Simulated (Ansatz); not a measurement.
# SnO2: the cost of one run

Program: Ansatz 0.2.0. Level of theory: DFT r²SCAN, scalar-relativistic, plane waves, PAW. These are calculated values, not measurements.

1 further run of the same task is left out (it didn't finish).

## Step 1: The structure to begin with

The structure is tetragonal, space group P4_2/mnm (No. 136). Conventional cell: a = 4.760 Å, b = 4.760 Å, c = 3.201 Å, α = 90.00°, β = 90.00°, γ = 90.00°. Sn (site symmetry mmm) has 6 O at 2.06 to 2.07 Å as nearest neighbours. Around O (site symmetry m2m) lie 3 Sn at 2.06 to 2.07 Å.

Coordinates:

```
CELL_PARAMETERS angstrom
4.76024 0.00000 0.00000
0.00000 4.76024 0.00000
0.00000 0.00000 3.20078
ATOMIC_POSITIONS crystal
Sn 0.00000 0.00000 0.00000
Sn 0.50000 0.50000 0.50000
O 0.30591 0.30591 0.00000
O 0.80591 0.19409 0.50000
O 0.19409 0.80591 0.50000
O 0.69409 0.69409 0.00000
```

This cell comes from an earlier session at r²SCAN: 12.088 Å³/atom at -0.02 GPa, on a 6×6×10 mesh.

The changes: atom 5 (O) moved 0.05 Å along x; strain e5 = -0.02, atoms carried along; all atoms moved at random (σ = 0.03 Å), cell strained at random (1 %).

## Step 2: Atom 5 (O) moved 0.05 Å along x

Input file input.yaml:

```yaml
crystal:
  lattice:
    - [4.7602402987, 0.0, 0.0]
    - [0.0, 4.7602402987, 0.0]
    - [0.0, 0.0, 3.2007837667]
  atoms:
    - { symbol: Sn, position: [0.0, 0.0, 0.0] }
    - { symbol: Sn, position: [0.5, 0.5, 0.5] }
    - { symbol: O, position: [0.3059140393, 0.3059140393, 0.0] }
    - { symbol: O, position: [0.8059140393, 0.1940859607, 0.5] }
    - { symbol: O, position: [0.2045896321, 0.8059140393, 0.5] }
    - { symbol: O, position: [0.6940859607, 0.6940859607, 0.0] }
basis:
  ecutwfc: 500
  ecutrho_ratio: 4
kpoints:
  mp_grid: { grid: [6, 6, 10] }
hamiltonian:
  xc: r2scan
scf:
  occupations: { method: gaussian, width: 0.05 }
output:
  forces: true
  stress: true
  eigenvalues: true
  write_density: true
  write_potential: true
  elf: true
  volumetric_format: npy
```

On the command line:

```sh
$ ansatz run input.yaml --threads 4 --pin off --max-ram 7168MiB --backend cpu --events-out ev --progress --plain --runs-dir out
```

Q: Estimate wall time and peak memory on 4 threads of Intel Xeon Platinum 8488C (Sapphire Rapids), shared host.

About 11 s, with a peak of 0.7 GiB.
